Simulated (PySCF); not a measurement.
# CH7NOSi2: the cost of one run

The runs use PySCF 2.14.0, with density-fitted response routines of our own; the level of theory stands in each step. All values are computed, except where a source is named. Atoms are numbered from 0 throughout.

## 1. The starting structure

12 atoms, charge 0, multiplicity 1; geometry from: GFN2-xTB. The atoms were then displaced at random by about 0.01 Å, so the start is not that level's minimum.

Bonds of the start (Å): C0–N1 1.27, N1–Si2 1.73, Si2–O3 1.57, O3–Si4 1.65, C0–H5 1.06, C0–H6 1.11, Si2–H7 1.47, Si2–H8 1.43, Si4–H9 1.47, Si4–H10 1.47, Si4–H11 1.44.

## 2. Optimising the geometry at PBE0-D3(BJ)/def2-SVP

The job: settings as JSON, then the geometry in Å.

```
{"job": {"xc": "PBE0", "basis": "def2-SVP", "d3": "d3bj", "grid": 1, "shake": 0.01, "kind": "geom"}, "charge": 0, "multiplicity": 1}
C      2.512850     0.795440     0.463170
N      1.401420     0.572070    -0.102500
Si     0.500820    -0.865620    -0.453400
O     -0.965660    -0.588150     0.032780
Si    -2.433580     0.156110     0.037780
H      3.147740     0.073340     0.902810
H      2.850880     1.848040     0.523910
H      0.895690    -2.080640     0.265690
H      0.580910    -0.964720    -1.879450
H     -3.275700    -0.720030     0.865510
H     -2.272660     1.481380     0.658170
H     -2.903020     0.264500    -1.323490
```

The run is started by

```sh
OMP_NUM_THREADS=1 python probes_run.py task.json out
```

One launch serves the whole session: the jobs run in the order shown.

**Question.** How long does this first job take on 1 thread of Arm Neoverse N1, shared host, and how much memory does it need?

About 2 min, with a peak of 0.46 GiB.
